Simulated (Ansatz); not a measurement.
# Na2MoP4: a short molecular-dynamics run

A trajectory of Na2MoP4, an element-swapped structure with 14 atoms that was not relaxed first: 30 steps of 1 fs at constant energy, with velocities drawn for 300 K.

All numbers below are computed with Ansatz 0.2.0 (DFT PBE, plane waves, PAW, scalar-relativistic, no spin polarisation).

## 1. The starting structure

The cell holds 14 atoms (Mo2Na4P8): a = 7.335 Å, b = 7.335 Å, c = 7.335 Å, α = 60.00°, β = 60.00°, γ = 60.00°.

As a file:

```xyz
14
Lattice="0.0000 5.1868 5.1868 5.1868 0.0000 5.1868 5.1868 5.1868 0.0000" Properties=species:S:1:pos:R:3 pbc="T T T"
P     2.7252    2.7252    2.7252
P     7.6483    5.3186    5.3186
P     5.0549    5.0549    2.7252
P     5.3186    7.6483    5.3186
P     2.7252    5.0549    5.0549
P     7.6483    7.6483    7.6483
P     5.0549    2.7252    5.0549
P     5.3186    5.3186    7.6483
Mo    3.8901    3.8901    3.8901
Mo    6.4834    6.4834    6.4834
Na    0.0000    0.0000    0.0000
Na    0.0000    2.5934    2.5934
Na    2.5934    2.5934    0.0000
Na    2.5934    0.0000    2.5934
```

## 2. The run

Input file input.yaml:

```yaml
crystal:
  lattice:
    - [0.0, 5.186756, 5.186756]
    - [5.186756, 0.0, 5.186756]
    - [5.186756, 5.186756, 0.0]
  atoms:
    - { symbol: P, position: [0.26271, 0.26271, 0.26271] }
    - { symbol: P, position: [0.28813, 0.73729, 0.73729] }
    - { symbol: P, position: [0.26271, 0.26271, 0.71187] }
    - { symbol: P, position: [0.73729, 0.28813, 0.73729] }
    - { symbol: P, position: [0.71187, 0.26271, 0.26271] }
    - { symbol: P, position: [0.73729, 0.73729, 0.73729] }
    - { symbol: P, position: [0.26271, 0.71187, 0.26271] }
    - { symbol: P, position: [0.73729, 0.73729, 0.28813] }
    - { symbol: Mo, position: [0.375, 0.375, 0.375] }
    - { symbol: Mo, position: [0.625, 0.625, 0.625] }
    - { symbol: Na, position: [0.0, 0.0, 0.0] }
    - { symbol: Na, position: [0.5, 0.0, 0.0] }
    - { symbol: Na, position: [0.0, 0.0, 0.5] }
    - { symbol: Na, position: [0.0, 0.5, 0.0] }
kpoints:
  mp_grid: { grid: [3, 3, 3] }
magnetization:
  spin_polarized: false
scf:
  occupations: { method: fermi_dirac, width: 0.1 }
hamiltonian:
  pseudopotentials: { kind: paw }
  xc: pbe
basis:
  ecutwfc: 420
md:
  timestep: 1.0
  n_steps: 30
  ensemble: nve
  temperature: 300.0
  initial_velocities: maxwell_boltzmann
  seed: 511358
```

Run with:

```
> ansatz run input.yaml --threads 2 --pin off --max-ram 2560MiB --backend cpu --events-out ev --progress --plain --runs-dir out
```

The program printed:

```text
Warning: md: disabling space-group detection — thermal motion breaks the input geometry's symmetry, so no spatial operation reduces the k-mesh or symmetrises the density; time reversal is kept, so that k and −k are solved as one point where they differ and the mesh holds both, and exact exchange and, on two spinor components, a DFT+U term hold to it where the run has them: on two components no moment then forms, and a state that bears one, which a typed moment (crystal.atoms[].spin; refused beside efield: under a hybrid functional) reaches, can lie lower, under hf by electronvolts; crystal.symmetry.detect: false (a key that needs symmetry detection or time reversal refuses this as the deck is read) with time_reversal: false beside it drops time reversal too
Warning: RAYON_NUM_THREADS=2 ignored (pool sized by the plan → 2); use --threads N
Engine: ansatz 0.2.0, x86_64-unknown-linux-gnu
Pseudopotentials: kind: paw
Pseudopotential: P, paw, valence charge 5, recommended cutoff 420 eV (normal), P.paw.azcp
Pseudopotential: Mo, paw, valence charge 14, recommended cutoff 420 eV (normal), Mo.paw.azcp
Pseudopotential: Na, paw, valence charge 9, recommended cutoff 420 eV (normal), Na.paw.azcp
Functional definition: PBE
  parameter kappa = 0.804
  parameter beta = 0.06672455060314922
  exchange = pbe_x(kappa = kappa, mu = beta*pi^2/3)
  correlation = pbe_c(beta = beta)
Crystal: 14 atoms, lattice volume = 279.073 Å³
Basis set: ecut = 420 eV, 5577 PW (Γ), exchange–correlation on 100×100×100 points (8 copies of the dense FFT grid, shifted against one another)
Bands: 66, of which v1, the nominal top of the filled ones, is band 52 counted from 1 (51 counted from 0)
Symmetry: 1 space group operations
k-points: 14 of 27 (time reversal used)
Non-local potential: P, projectors of the file, l = 0: 2, l = 1: 2, l = 2: 2
Non-local potential: Mo, projectors of the file, l = 0: 3, l = 1: 2, l = 2: 2, l = 3: 1
Non-local potential: Na, projectors of the file, l = 0: 3, l = 1: 2, l = 2: 1
PAW form: soft (Blöchl's): semilocal exchange-correlation on the pseudo side does not see the compensation charge
PAW one-centre angular grid: P, 110 points (default); XC on 64 Gauss nodes
PAW one-centre angular grid: Mo, 590 points (default); XC on 64 Gauss nodes
PAW one-centre angular grid: Na, 110 points (default); XC on 64 Gauss nodes
Initial density: superposition of atomic densities (neutral atoms: chi_scale 0, normalization atom), corrected by the library's trained network
Initial wavefunctions: pseudopotential atomic-orbital guess
Functional: x = pbe(κ = 0.804, μ = 0.2195149727645171), c = pbe(β = 0.06672455060314922)
SCF iter   1: F=—  HF=-21890.831832 eV  |F-HF|=—  |Δ(HF+E_count)|=         —  Δρ=4.24e-3  dr2=7.97e-2  ethr=1.77e-3  ⟨swp⟩=11.0  Hψ=4712  notcnv=0  defer=6
preconditioner: auto → Kerker (q_TF=auto, 2.314 Å⁻¹)  [metal: Δε(μ)=0.132 eV  Ē_g=6.702 eV  σ=0.100 eV  W_gap=0.30  n_scr=58 (ndim 8)  ℏωp=16.6 eV  f_vac=0.000  D(μ)=11.73/eV (n_scr^D=112)]
SCF iter   2: F=—  HF=-21890.836156 eV  |F-HF|=—  |Δ(HF+E_count)|=   4.32e-3  Δρ=2.14e-3  dr2=1.75e-2  ethr=7.66e-5  ⟨swp⟩=1.6  Hψ=1101  notcnv=0  defer=14
SCF iter   3: F=—  HF=-21890.839222 eV  |F-HF|=—  |Δ(HF+E_count)|=   3.07e-3  Δρ=5.33e-4  dr2=1.60e-3  ethr=1.68e-5  ⟨swp⟩=2.0  Hψ=1113  notcnv=0  defer=14
SCF iter   4: F=—  HF=-21890.839288 eV  |F-HF|=—  |Δ(HF+E_count)|=   6.63e-5  Δρ=1.51e-4  dr2=1.80e-4  ethr=1.53e-6  ⟨swp⟩=2.0  Hψ=1205  notcnv=0  defer=14
SCF iter   5: F=—  HF=-21890.839278 eV  |F-HF|=—  |Δ(HF+E_count)|=   1.06e-5  Δρ=5.96e-5  dr2=3.14e-5  ethr=1.73e-7  ⟨swp⟩=2.8  Hψ=1502  notcnv=0  defer=14
SCF iter   6: F=—  HF=-21890.839312 eV  |F-HF|=—  |Δ(HF+E_count)|=   3.41e-5  Δρ=2.80e-5  dr2=3.62e-6  ethr=3.02e-8  ⟨swp⟩=2.0  Hψ=1415  notcnv=0  defer=14
SCF iter   7: F=—  HF=-21890.839224 eV  |F-HF|=—  |Δ(HF+E_count)|=   8.82e-5  Δρ=1.03e-5  dr2=3.33e-7  ethr=3.48e-9  ⟨swp⟩=2.0  Hψ=1644  notcnv=0  defer=14
SCF iter   8: F=—  HF=-21890.839224 eV  |F-HF|=—  |Δ(HF+E_count)|=   4.12e-8  Δρ=1.84e-6  dr2=1.90e-8  ethr=3.20e-10  ⟨swp⟩=2.0  Hψ=1639  notcnv=0  defer=14
SCF iter   9: F=-21890.839224 eV  HF=-21890.839224 eV  |F-HF|=2.55e-11  |Δ(HF+E_count)|=   2.95e-9  Δρ=3.70e-7  dr2=6.77e-10  ethr=1.35e-11  ⟨swp⟩=5.0  Hψ=2872  notcnv=0
SCF 1 converged in 9 iterations: F = -21890.839224 eV  dr2 = 6.77e-10
md step     0: t =     0.00 fs  T =   300.0 K  F+E_penalty+E_count = -21890.83922373 eV  E_kin = 0.504114 eV  conserved = -21890.33510974 eV  (9 SCF iters)
Initial density: handed on by an earlier stage of this run
Initial wavefunctions: those handed on with the density
iter 1 solved again at ethr=1.69e-6 eV; its pass at ethr=3.10e-3 eV (dr2=1.76e-3 eV) is discarded
SCF iter   1: F=—  HF=-21890.855936 eV  |F-HF|=—  |Δ(HF+E_count)|=         —  Δρ=7.00e-4  dr2=2.22e-3  ethr=1.69e-6  ⟨swp⟩=2.9  Hψ=4528  notcnv=0
preconditioner: auto → Kerker (q_TF=auto, 2.314 Å⁻¹)  [metal: Δε(μ)=0.127 eV  Ē_g=6.702 eV  σ=0.100 eV  W_gap=0.29  n_scr=58 (ndim 8)  ℏωp=16.6 eV  f_vac=0.000  D(μ)=11.79/eV (n_scr^D=112)]
SCF iter   2: F=—  HF=-21890.855605 eV  |F-HF|=—  |Δ(HF+E_count)|=   3.30e-4  Δρ=3.81e-4  dr2=6.97e-4  ethr=1.69e-6  ⟨swp⟩=1.0  Hψ=924  notcnv=0
SCF iter   3: F=—  HF=-21890.855454 eV  |F-HF|=—  |Δ(HF+E_count)|=   1.52e-4  Δρ=5.65e-5  dr2=1.83e-5  ethr=6.71e-7  ⟨swp⟩=2.3  Hψ=1294  notcnv=0
SCF iter   4: F=—  HF=-21890.855497 eV  |F-HF|=—  |Δ(HF+E_count)|=   4.29e-5  Δρ=1.78e-5  dr2=2.17e-6  ethr=1.76e-8  ⟨swp⟩=2.7  Hψ=1742  notcnv=0
SCF iter   5: F=—  HF=-21890.855405 eV  |F-HF|=—  |Δ(HF+E_count)|=   9.15e-5  Δρ=6.84e-6  dr2=2.72e-7  ethr=2.08e-9  ⟨swp⟩=2.5  Hψ=1620  notcnv=0
SCF iter   6: F=—  HF=-21890.855405 eV  |F-HF|=—  |Δ(HF+E_count)|=   1.24e-8  Δρ=3.15e-6  dr2=2.80e-8  ethr=2.61e-10  ⟨swp⟩=2.0  Hψ=1627  notcnv=0
SCF iter   7: F=-21890.855405 eV  HF=-21890.855405 eV  |F-HF|=1.26e-9  |Δ(HF+E_count)|=   6.04e-9  Δρ=9.99e-7  dr2=4.47e-9  ethr=1.35e-11  ⟨swp⟩=5.0  Hψ=3211  notcnv=0
SCF 2 converged in 7 iterations: F = -21890.855405 eV  dr2 = 4.47e-9
md step     1: t =     1.00 fs  T =   309.6 K  F+E_penalty+E_count = -21890.85540512 eV  E_kin = 0.520242 eV  conserved = -21890.33516321 eV  (7 SCF iters)
iter 1 solved again at ethr=2.77e-6 eV; its pass at ethr=3.10e-3 eV (dr2=2.88e-3 eV) is discarded
SCF iter   1: F=—  HF=-21890.966157 eV  |F-HF|=—  |Δ(HF+E_count)|=         —  Δρ=8.29e-4  dr2=3.73e-3  ethr=2.77e-6  ⟨swp⟩=3.0  Hψ=4164  notcnv=0
preconditioner: auto → Kerker (q_TF=auto, 2.314 Å⁻¹)  [metal: Δε(μ)=0.124 eV  Ē_g=6.696 eV  σ=0.100 eV  W_gap=0.29  n_scr=58 (ndim 8)  ℏωp=16.6 eV  f_vac=0.000  D(μ)=11.76/eV (n_scr^D=112)]
SCF iter   2: F=—  HF=-21890.965678 eV  |F-HF|=—  |Δ(HF+E_count)|=   4.79e-4  Δρ=4.36e-4  dr2=1.09e-3  ethr=2.77e-6  ⟨swp⟩=1.0  Hψ=924  notcnv=0
SCF iter   3: F=—  HF=-21890.965460 eV  |F-HF|=—  |Δ(HF+E_count)|=   2.18e-4  Δρ=6.35e-5  dr2=2.70e-5  ethr=1.05e-6  ⟨swp⟩=2.4  Hψ=1208  notcnv=0
SCF iter   4: F=—  HF=-21890.965493 eV  |F-HF|=—  |Δ(HF+E_count)|=   3.36e-5  Δρ=2.26e-5  dr2=3.10e-6  ethr=2.59e-8  ⟨swp⟩=2.7  Hψ=1612  notcnv=0
SCF iter   5: F=—  HF=-21890.965401 eV  |F-HF|=—  |Δ(HF+E_count)|=   9.27e-5  Δρ=8.97e-6  dr2=4.00e-7  ethr=2.98e-9  ⟨swp⟩=2.4  Hψ=1718  notcnv=0
SCF iter   6: F=—  HF=-21890.965401 eV  |F-HF|=—  |Δ(HF+E_count)|=   1.52e-8  Δρ=4.44e-6  dr2=5.31e-8  ethr=3.85e-10  ⟨swp⟩=2.0  Hψ=1637  notcnv=0
SCF iter   7: F=-21890.965401 eV  HF=-21890.965401 eV  |F-HF|=1.17e-9  |Δ(HF+E_count)|=   1.38e-8  Δρ=1.09e-6  dr2=6.43e-9  ethr=1.35e-11  ⟨swp⟩=5.0  Hψ=3415  notcnv=0
SCF 3 converged in 7 iterations: F = -21890.965401 eV  dr2 = 6.43e-9
md step     2: t =     2.00 fs  T =   374.8 K  F+E_penalty+E_count = -21890.96540065 eV  E_kin = 0.629871 eV  conserved = -21890.33552946 eV  (7 SCF iters)
[... from here on, the SCF cycles and remarks between the steps are left out ...]
md step     3: t =     3.00 fs  T =   492.3 K  F+E_penalty+E_count = -21891.16336075 eV  E_kin = 0.827180 eV  conserved = -21890.33618074 eV  (7 SCF iters)
md step     4: t =     4.00 fs  T =   655.7 K  F+E_penalty+E_count = -21891.43886559 eV  E_kin = 1.101799 eV  conserved = -21890.33706690 eV  (7 SCF iters)
md step     5: t =     5.00 fs  T =   856.7 K  F+E_penalty+E_count = -21891.77768396 eV  E_kin = 1.439561 eV  conserved = -21890.33812334 eV  (3 SCF iters)
md step     6: t =     6.00 fs  T =  1085.2 K  F+E_penalty+E_count = -21892.16277837 eV  E_kin = 1.823501 eV  conserved = -21890.33927696 eV  (4 SCF iters)
md step     7: t =     7.00 fs  T =  1330.1 K  F+E_penalty+E_count = -21892.57545914 eV  E_kin = 2.235008 eV  conserved = -21890.34045161 eV  (3 SCF iters)
md step     8: t =     8.00 fs  T =  1580.0 K  F+E_penalty+E_count = -21892.99657324 eV  E_kin = 2.654998 eV  conserved = -21890.34157525 eV  (3 SCF iters)
md step     9: t =     9.00 fs  T =  1824.0 K  F+E_penalty+E_count = -21893.40762629 eV  E_kin = 3.065042 eV  conserved = -21890.34258392 eV  (3 SCF iters)
md step    10: t =    10.00 fs  T =  2052.1 K  F+E_penalty+E_count = -21893.79174989 eV  E_kin = 3.448318 eV  conserved = -21890.34343193 eV  (8 SCF iters)
md step    11: t =    11.00 fs  T =  2255.7 K  F+E_penalty+E_count = -21894.13445567 eV  E_kin = 3.790367 eV  conserved = -21890.34408868 eV  (3 SCF iters)
md step    12: t =    12.00 fs  T =  2427.8 K  F+E_penalty+E_count = -21894.42414800 eV  E_kin = 4.079609 eV  conserved = -21890.34453873 eV  (3 SCF iters)
md step    13: t =    13.00 fs  T =  2563.5 K  F+E_penalty+E_count = -21894.65239086 eV  E_kin = 4.307605 eV  conserved = -21890.34478563 eV  (3 SCF iters)
md step    14: t =    14.00 fs  T =  2659.6 K  F+E_penalty+E_count = -21894.81395178 eV  E_kin = 4.469113 eV  conserved = -21890.34483854 eV  (3 SCF iters)
md step    15: t =    15.00 fs  T =  2714.8 K  F+E_penalty+E_count = -21894.90665821 eV  E_kin = 4.561944 eV  conserved = -21890.34471397 eV  (3 SCF iters)
md step    16: t =    16.00 fs  T =  2729.5 K  F+E_penalty+E_count = -21894.93110999 eV  E_kin = 4.586671 eV  conserved = -21890.34443923 eV  (3 SCF iters)
md step    17: t =    17.00 fs  T =  2705.5 K  F+E_penalty+E_count = -21894.89029496 eV  E_kin = 4.546252 eV  conserved = -21890.34404300 eV  (3 SCF iters)
md step    18: t =    18.00 fs  T =  2645.6 K  F+E_penalty+E_count = -21894.78915011 eV  E_kin = 4.445594 eV  conserved = -21890.34355598 eV  (3 SCF iters)
md step    19: t =    19.00 fs  T =  2553.6 K  F+E_penalty+E_count = -21894.63410519 eV  E_kin = 4.291097 eV  conserved = -21890.34300814 eV  (3 SCF iters)
md step    20: t =    20.00 fs  T =  2434.1 K  F+E_penalty+E_count = -21894.43263836 eV  E_kin = 4.090209 eV  conserved = -21890.34242904 eV  (8 SCF iters)
md step    21: t =    21.00 fs  T =  2291.8 K  F+E_penalty+E_count = -21894.19286596 eV  E_kin = 3.851024 eV  conserved = -21890.34184187 eV  (3 SCF iters)
md step    22: t =    22.00 fs  T =  2131.6 K  F+E_penalty+E_count = -21893.92318052 eV  E_kin = 3.581917 eV  conserved = -21890.34126379 eV  (3 SCF iters)
md step    23: t =    23.00 fs  T =  1958.6 K  F+E_penalty+E_count = -21893.63194648 eV  E_kin = 3.291235 eV  conserved = -21890.34071146 eV  (3 SCF iters)
md step    24: t =    24.00 fs  T =  1777.6 K  F+E_penalty+E_count = -21893.32725563 eV  E_kin = 2.987061 eV  conserved = -21890.34019475 eV  (3 SCF iters)
md step    25: t =    25.00 fs  T =  1593.1 K  F+E_penalty+E_count = -21893.01674081 eV  E_kin = 2.677021 eV  conserved = -21890.33972026 eV  (3 SCF iters)
md step    26: t =    26.00 fs  T =  1409.3 K  F+E_penalty+E_count = -21892.70744390 eV  E_kin = 2.368149 eV  conserved = -21890.33929502 eV  (4 SCF iters)
md step    27: t =    27.00 fs  T =  1230.0 K  F+E_penalty+E_count = -21892.40573107 eV  E_kin = 2.066810 eV  conserved = -21890.33892082 eV  (3 SCF iters)
md step    28: t =    28.00 fs  T =  1058.5 K  F+E_penalty+E_count = -21892.11724722 eV  E_kin = 1.778650 eV  conserved = -21890.33859680 eV  (3 SCF iters)
md step    29: t =    29.00 fs  T =   897.8 K  F+E_penalty+E_count = -21891.84690415 eV  E_kin = 1.508581 eV  conserved = -21890.33832293 eV  (3 SCF iters)
iter 1 solved again at ethr=1.14e-5 eV; its pass at ethr=3.10e-3 eV (dr2=1.18e-2 eV) is discarded
SCF iter   1: F=—  HF=-21891.600149 eV  |F-HF|=—  |Δ(HF+E_count)|=         —  Δρ=1.15e-3  dr2=1.25e-2  ethr=1.14e-5  ⟨swp⟩=2.3  Hψ=4801  notcnv=0
preconditioner: auto → Kerker (q_TF=auto, 2.314 Å⁻¹)  [metal: Δε(μ)=0.048 eV  Ē_g=5.651 eV  σ=0.100 eV  W_gap=0.12  n_scr=58 (ndim 8)  ℏωp=16.6 eV  f_vac=0.000  D(μ)=13.87/eV (n_scr^D=136)]
SCF iter   2: F=—  HF=-21891.599345 eV  |F-HF|=—  |Δ(HF+E_count)|=   8.04e-4  Δρ=6.33e-4  dr2=3.91e-3  ethr=1.14e-5  ⟨swp⟩=1.0  Hψ=924  notcnv=0
SCF iter   3: F=—  HF=-21891.598954 eV  |F-HF|=—  |Δ(HF+E_count)|=   3.90e-4  Δρ=6.78e-5  dr2=2.46e-5  ethr=3.76e-6  ⟨swp⟩=1.1  Hψ=926  notcnv=0
SCF iter   4: F=—  HF=-21891.598984 eV  |F-HF|=—  |Δ(HF+E_count)|=   2.97e-5  Δρ=2.39e-5  dr2=2.18e-6  ethr=2.36e-8  ⟨swp⟩=3.4  Hψ=1941  notcnv=0
SCF iter   5: F=—  HF=-21891.598893 eV  |F-HF|=—  |Δ(HF+E_count)|=   9.08e-5  Δρ=7.68e-6  dr2=3.91e-7  ethr=2.09e-9  ⟨swp⟩=2.1  Hψ=1684  notcnv=0
SCF iter   6: F=—  HF=-21891.598893 eV  |F-HF|=—  |Δ(HF+E_count)|=   6.85e-8  Δρ=2.88e-6  dr2=5.98e-8  ethr=3.76e-10  ⟨swp⟩=2.6  Hψ=1675  notcnv=0
SCF iter   7: F=-21891.598893 eV  HF=-21891.598893 eV  |F-HF|=1.29e-9  |Δ(HF+E_count)|=   6.60e-9  Δρ=1.07e-6  dr2=4.99e-9  ethr=1.35e-11  ⟨swp⟩=5.0  Hψ=3157  notcnv=0
SCF 31 converged in 7 iterations: F = -21891.598893 eV  dr2 = 4.99e-9
md step    30: t =    30.00 fs  T =   750.3 K  F+E_penalty+E_count = -21891.59889340 eV  E_kin = 1.260797 eV  conserved = -21890.33809610 eV  (7 SCF iters)
SCF converged after 7 iterations
Free energy (F): -21891.598893 eV
Harris-Foulkes:  -21891.598893 eV  (|F-HF|=1.29e-9)
Internal energy: -21891.171554 eV  (E = F + TS)
E sigma→0 (E₀):  -21891.385224 eV
Entropy (-TS):   -0.427340 eV (-30.524 meV/atom)
Fermi energy:    6.466570 eV
--- Per-component energies (eV) ---
  E_band       = -1169.727232
  E_kinetic    = 1913.308996
  E_local      = -8742.718358  (includes V_loc(G=0)·N_el)
  E_nonlocal   = 1028.997193
  E_hartree    = 3131.794305
  E_xc         = -1003.184402
  E_vxc        = -1128.904594  (∫ρ·V_xc dr)
  E_paw        = -12009.368545  (= ΣΔE_a)
  E_vpaw       = -503.993990  (= ΣTr[D̂ρ^β])
  E_aug_tail   = 0.000007  (compensation charges beyond the density's cutoff)
  E_ewald      = -6210.000750
  E_smearing   = -0.427340  (= −TS)
  E_closure    = 0.000000  (closes the sum)
  Σ components = -21891.598893   (vs F -21891.598893, Δ=0.00e0)
--- Forces (eV/Å), atoms counted from 1 ---
  atom   1  P      2.40285592     1.57463221     2.11040754
  atom   2  P     -1.72278372     2.12028789     1.80184629
  atom   3  P     -2.18843161    -1.87501444     2.22101919
  atom   4  P      2.21588086    -1.69201200     1.98442663
  atom   5  P      2.12188706    -2.07217785    -1.92972939
  atom   6  P     -1.26034938    -2.95973625    -1.94380026
  atom   7  P     -2.26854424     2.03752169    -2.24195392
  atom   8  P      1.51099173     1.98986200    -2.00761251
  atom   9  Mo    -0.24467751     0.38171150    -0.15412391
  atom  10  Mo    -0.37377457     0.06044535     0.09262102
  atom  11  Na     0.17287045    -0.66195802    -0.45246292
  atom  12  Na    -0.64968381    -0.02738708     0.67439474
  atom  13  Na    -0.11659671     0.03327619    -0.23265559
  atom  14  Na     0.40035301     1.09054694     0.07762105
  max |Σ_I F_I| component: 2.52e-6 eV/Å
--- MD trajectory: 30 steps, t = 0.0 → 30.0 fs ---
  final state: T = 750.3 K   F+E_penalty+E_count = -21891.59889340 eV   E_kin = 1.260797 eV
  conserved energy: peak-to-peak 9.729e-3 eV (6.949e-4 eV/atom) over 30.0 fs
```

Run time: 1.9 min. Hardware: 2 threads of Intel Xeon 6975P-C (Granite Rapids), shared host; peak memory 0.78 GiB.

## 3. What the atoms did

One step in 2; energies are changes from step 0; msd is the mean square displacement from the start, the centre of mass held:

| time (fs) | T (K) | potential energy change (meV/atom) | total energy change (meV/atom) | msd P (Å²) | msd Na (Å²) | msd Mo (Å²) |
| --- | --- | --- | --- | --- | --- | --- |
| 0.0 | 300 | 0.0 | 0.00 | 0.000 | 0.000 | 0.000 |
| 2.0 | 375 | -9.0 | -0.03 | 0.000 | 0.000 | 0.000 |
| 4.0 | 656 | -42.8 | -0.14 | 0.001 | 0.000 | 0.000 |
| 6.0 | 1085 | -94.5 | -0.30 | 0.002 | 0.001 | 0.000 |
| 8.0 | 1580 | -154.1 | -0.46 | 0.005 | 0.001 | 0.000 |
| 10.0 | 2052 | -210.9 | -0.59 | 0.009 | 0.002 | 0.000 |
| 12.0 | 2428 | -256.1 | -0.67 | 0.017 | 0.003 | 0.000 |
| 14.0 | 2660 | -283.9 | -0.69 | 0.027 | 0.004 | 0.001 |
| 16.0 | 2730 | -292.3 | -0.67 | 0.041 | 0.005 | 0.001 |
| 18.0 | 2646 | -282.1 | -0.60 | 0.056 | 0.006 | 0.001 |
| 20.0 | 2434 | -256.7 | -0.52 | 0.075 | 0.007 | 0.002 |
| 22.0 | 2132 | -220.3 | -0.44 | 0.094 | 0.008 | 0.002 |
| 24.0 | 1778 | -177.7 | -0.36 | 0.114 | 0.009 | 0.003 |
| 26.0 | 1409 | -133.4 | -0.30 | 0.134 | 0.010 | 0.003 |
| 28.0 | 1058 | -91.3 | -0.25 | 0.152 | 0.010 | 0.004 |
| 30.0 | 750 | -54.3 | -0.21 | 0.168 | 0.011 | 0.005 |

time (fs), T (K) and a bar:
```
      0.0        300 
      1.0        310 
      3.0        492 ##
      4.0        656 ####
      5.0        857 #######
      7.0       1330 #############
      8.0       1580 ################
      9.0       1824 ###################
     10.0       2052 ######################
     12.0       2428 ##########################
     13.0       2563 ############################
     14.0       2660 #############################
     16.0       2730 ##############################
     17.0       2705 ##############################
     18.0       2646 #############################
     20.0       2434 ##########################
     21.0       2292 #########################
     22.0       2132 #######################
     23.0       1959 ####################
     25.0       1593 ################
     26.0       1409 ##############
     27.0       1230 ###########
     29.0        898 #######
     30.0        750 ######
```

Pair distribution over the second half of the run:

| r (Å) | g P–Na | g P–Mo |
| --- | --- | --- |
| 0.68 | 0.00 | 0.00 |
| 0.84 | 0.00 | 0.00 |
| 1.00 | 0.00 | 0.00 |
| 1.16 | 0.00 | 0.00 |
| 1.32 | 0.00 | 0.00 |
| 1.48 | 0.00 | 0.00 |
| 1.64 | 0.00 | 0.00 |
| 1.80 | 0.00 | 0.00 |
| 1.96 | 0.00 | 0.00 |
| 2.12 | 0.00 | 1.71 |
| 2.28 | 0.24 | 7.59 |
| 2.44 | 5.35 | 3.75 |
| 2.60 | 8.97 | 0.00 |
| 2.76 | 1.36 | 0.00 |
| 2.92 | 0.00 | 0.00 |

First peaks of g(r) (not always the tallest), and, where a minimum follows, the mean number of second-named atoms round a first-named one up to the next minimum:

| pair | peak (Å) | height | minimum (Å) | neighbours |
| --- | --- | --- | --- | --- |
| P–Na | 2.52 | 9.4 | - | - |
| P–Mo | 2.28 | 7.6 | 2.60 | 1.0 |

[end of part 1 of 2]
